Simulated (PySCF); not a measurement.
# BeB at other levels of theory

What do other methods print for BeB?

Computed with PySCF 2.14.0. Level: method and basis as typed in the scripts.

5 further runs of the same task are left out: 5 that didn't finish.

## (1) The starting structure

BeB: 2 atoms, charge 0, spin multiplicity 2.

Bond lengths: Be1–B2 1.864 Å.

## (2) The base run

Contents of input.py:

```python
from pyscf import gto, scf

mol = gto.M(
    atom='Be 0 0 0; B 0 0 1.864',
    basis='def2-tzvp',
    charge=0,
    spin=1,
    verbose=4,
)
mf = scf.ROHF(mol)
mf.kernel()
mf.dip_moment()
print('orbital energies (hartree):', mf.mo_energy[..., max(0, mol.nelec[1]-3):mol.nelec[0]+3].round(4))
```

Launch:

```console
$ OMP_NUM_THREADS=1 python input.py
```

## (3) Lc_wpbe (ROKS)

Variant 1 changes functional: none (Hartree–Fock) → lc_wpbe; SCF type: ROHF → ROKS; step after the SCF: none → analyze.

Contents of input.py:

```python
from pyscf import gto, dft

mol = gto.M(
    atom='Be 0 0 0; B 0 0 1.864',
    basis='def2-tzvp',
    charge=0,
    spin=1,
    verbose=4,
)
mf = dft.ROKS(mol, xc='lc_wpbe')
mf.kernel()
mf.analyze()
print('orbital energies (hartree):', mf.mo_energy[..., max(0, mol.nelec[1]-3):mol.nelec[0]+3].round(4))
```

## (4) R2scan (ROKS)

Variant 2 changes functional: none (Hartree–Fock) → r2scan; SCF type: ROHF → ROKS; step after the SCF: none → analyze.

Contents of input.py:

```python
from pyscf import gto, dft

mol = gto.M(
    atom='Be 0 0 0; B 0 0 1.864',
    basis='def2-tzvp',
    charge=0,
    spin=1,
    verbose=4,
)
mf = dft.ROKS(mol, xc='r2scan')
mf.kernel()
mf.analyze()
print('orbital energies (hartree):', mf.mo_energy[..., max(0, mol.nelec[1]-3):mol.nelec[0]+3].round(4))
```

## (5) RHF

Variant 3 changes SCF type: ROHF → RHF.

input.py, as its differences from that of step 2:

```diff
@@ -9,3 +9,3 @@
 )
-mf = scf.ROHF(mol)
+mf = scf.RHF(mol)
 mf.kernel()
```

## (6) TDA (UHF)

Variant 4 changes step after the SCF: none → tda; SCF type: ROHF → UHF; number of roots: none → 6.

Contents of input.py:

```python
from pyscf import gto, scf, tdscf

mol = gto.M(
    atom='Be 0 0 0; B 0 0 1.864',
    basis='def2-tzvp',
    charge=0,
    spin=1,
    verbose=4,
)
mf = scf.UHF(mol)
mf.kernel()
td = tdscf.TDA(mf)
td.nstates = 6
td.kernel()
td.analyze()
mf.dip_moment()
print('orbital energies (hartree):', [e[max(0, n-3):n+3].round(4) for e, n in zip(mf.mo_energy, mol.nelec)])
```

**Question.** What will these runs give? Wanted: for each run, E(SCF); from base; gap, α spin; SCF dipole; after the SCF.

The runs gave:

```
           run  E(SCF) (hartree)  from base (eV)  cycles  gap, α spin (eV)  SCF dipole (D)              after the SCF
          base        -39.089592               0      10               n/a            2.40                        n/a
lc_wpbe (ROKS)        -39.284799  not comparable      11               n/a            2.46                        n/a
 r2scan (ROKS)        -39.323762  not comparable      12               n/a            1.78                        n/a
           RHF        -39.089592          0.0000      10               n/a            2.40                        n/a
     TDA (UHF)        -39.092493         -0.0789      13              7.53            2.37  lowest root found 0.11 eV
```

What this shows: The SCF energy stays the same, to the digits that matter, with RHF. Total energies of different functionals can't be compared with each other; differences within one functional can. The dearest run is “r2scan (ROKS)”, at 4.2 s against 0.92 s.
